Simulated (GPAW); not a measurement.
A run of GPAW 26.7.0:

The input run.py:

```python
from ase import Atoms
from ase.dft.bandgap import bandgap
from ase.io import write
from ase.units import Bohr, GPa
from ase.parallel import parprint
from gpaw import GPAW, PW
from gpaw.elf import elf_from_dft_calculation

atoms = Atoms(['Ba', 'Ba', 'V', 'V', 'V', 'Tl', 'Tl', 'Tl', 'Tl', 'Tl', 'O', 'O', 'O', 'O', 'O', 'O', 'O', 'O', 'O', 'O', 'O', 'O'],
              cell=[[4.2369789974, 2.4462209647, 6.1284],
                    [-4.2369789974, 2.4462209647, 6.1284],
                    [0.0, -4.8924419294, 6.1284]],
              scaled_positions=[[0.5, 0.5, 0.5],
                                [0.0, 0.0, 0.0],
                                [0.5, 0.5, 0.0],
                                [0.0, 0.5, 0.5],
                                [0.5, 0.0, 0.5],
                                [0.0, 0.0, 0.5],
                                [0.5, 0.0, 0.0],
                                [0.0, 0.5, 0.0],
                                [0.74045, 0.74045, 0.74045],
                                [0.25955, 0.25955, 0.25955],
                                [0.71652, 0.08089, 0.41242],
                                [0.41242, 0.71652, 0.08089],
                                [0.08089, 0.41242, 0.71652],
                                [0.58758, 0.91911, 0.28348],
                                [0.91911, 0.28348, 0.58758],
                                [0.28348, 0.58758, 0.91911],
                                [0.28348, 0.91911, 0.58758],
                                [0.58758, 0.28348, 0.91911],
                                [0.91911, 0.58758, 0.28348],
                                [0.41242, 0.08089, 0.71652],
                                [0.08089, 0.71652, 0.41242],
                                [0.71652, 0.41242, 0.08089]],
              pbc=True)
atoms.set_initial_magnetic_moments([0.0, 0.0, 2.0, 2.0, 2.0, 0.0, 0.0, 0.0, 0.0, 0.0, 0.0, 0.0, 0.0, 0.0, 0.0, 0.0, 0.0, 0.0, 0.0, 0.0, 0.0, 0.0])

calc = GPAW(mode=PW(800),
            xc='PBE',
            kpts={'size': (4, 4, 4), 'gamma': True},
            occupations={'name': 'fermi-dirac', 'width': 0.05},
            nbands=153,
            convergence={'density': 1e-05, 'energy': 1e-05},
            maxiter=150,
            txt='gpaw.txt')
atoms.calc = calc
energy = atoms.get_potential_energy()
forces = atoms.get_forces()
stress = atoms.get_stress()
calc.write('gs.gpw')
write('result.traj', atoms)
parprint(f'Energy: {energy:.6f} eV')
parprint('Forces (eV/A):')
parprint(forces.round(4))
parprint('Stress (GPa):', (stress / GPa).round(3))
parprint('Moments:', calc.get_magnetic_moments().round(3))
parprint('Fermi level:', round(calc.get_fermi_level(), 4), 'eV')
parprint(f'Gap: {bandgap(calc)[0]:.4f} eV, direct: {bandgap(calc, direct=True)[0]:.4f} eV')

# fields on the real-space grid
write('density.cube', atoms, data=calc.get_pseudo_density() * Bohr**3)
write('potential.cube', atoms, data=calc.get_electrostatic_potential())
write('spin.cube', atoms, data=(calc.get_pseudo_density(spin=0) - calc.get_pseudo_density(spin=1)) * Bohr**3)
write('elf.cube', atoms, data=elf_from_dft_calculation(calc).data)
```

Potentials or basis: GPAW PAW data sets (gpaw-data 1.2.1), pw.

Command:

```sh
$ OMP_NUM_THREADS=1 mpirun -n 8 gpaw python run.py
```

Hardware: 8 MPI ranks on Intel(R) Xeon(R) Platinum 8259CL CPU @ 2.50GHz (Skylake/Cascade Lake), with other jobs on the host.

**Question.** Estimate the wall time of this run.

**Answer.** Wall time 12 min on 8 MPI ranks on Intel(R) Xeon(R) Platinum 8259CL CPU @ 2.50GHz (Skylake/Cascade Lake), with other jobs on the host, peak memory 0.65 GiB a rank. Counts: scf iterations 15, plane waves 19618, bands 153, k points 13.
